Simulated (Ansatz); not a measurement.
# FGeH6Si: the cost of one run

Method: UKS B3LYP-D4/def2-SVP, in Ansatz 0.2.0.

## 1. The starting structure

Bond lengths: Si2–F3 1.607 Å, Si2–H5 1.448 Å, Si2–H6 1.447 Å, Ge4–H7 1.519 Å, Ge4–H8 1.525 Å, Ge4–H9 1.523 Å. Angles: F3–Si2–H5 105.8°, F3–Si2–H6 105.8°, H5–Si2–H6 118.1°, H7–Ge4–H8 103.1°, H7–Ge4–H9 102.1°, H8–Ge4–H9 102.6°.

Coordinates:

```xyz
9

H     0.0230   -0.1558    0.0177
Si    0.0658   -1.5557   -1.2202
F    -1.4067   -2.1867   -1.0874
Ge   -0.0040    1.4422    1.2114
H     0.9798   -2.6014   -0.8116
H     0.1617   -1.0581   -2.5756
H    -1.0406    2.4722    0.7977
H    -0.0811    1.4679    2.7347
H     1.3021    2.1755    0.9333
```

## 2. Pulling towards end A

Springs on the bonds that form and break draw the guess towards this end; the thresholds are loose.

Input file input.yaml:

```yaml
crystal:
  periodic: [false, false, false]
  atoms:
    - { symbol: H, position_ang: [0.023, -0.1558, 0.0177] }
    - { symbol: Si, position_ang: [0.0658, -1.5557, -1.2202] }
    - { symbol: F, position_ang: [-1.4067, -2.1867, -1.0874] }
    - { symbol: Ge, position_ang: [-0.004, 1.4422, 1.2114] }
    - { symbol: H, position_ang: [0.9798, -2.6014, -0.8116] }
    - { symbol: H, position_ang: [0.1617, -1.0581, -2.5756] }
    - { symbol: H, position_ang: [-1.0406, 2.4722, 0.7977] }
    - { symbol: H, position_ang: [-0.0811, 1.4679, 2.7347] }
    - { symbol: H, position_ang: [1.3021, 2.1755, 0.9333] }
magnetization:
  spin_polarized: true
  initial_magnetization: 1
basis:
  gaussian: { orbitals: def2-SVP }
hamiltonian:
  xc: b3lyp
  dispersion: d4
relax:
  f_tol: 0.15
  max_steps: 25
  restrain:
    - { distance: [0, 3], at: 2.81, k: 30.0 }
    - { distance: [1, 0], at: 1.42, k: 30.0 }
output:
  orbitals: {}
```

The run is started by

```
> ansatz run input.yaml --threads 2 --pin off --max-ram 3072MiB --backend cpu --events-out ev --progress --plain --runs-dir out
```

**Question.** How long does this run take on 2 threads of AMD EPYC 7R43 (Zen 3), shared host, and how much memory does it need?

About 43 s, with a peak of 0.29 GiB.
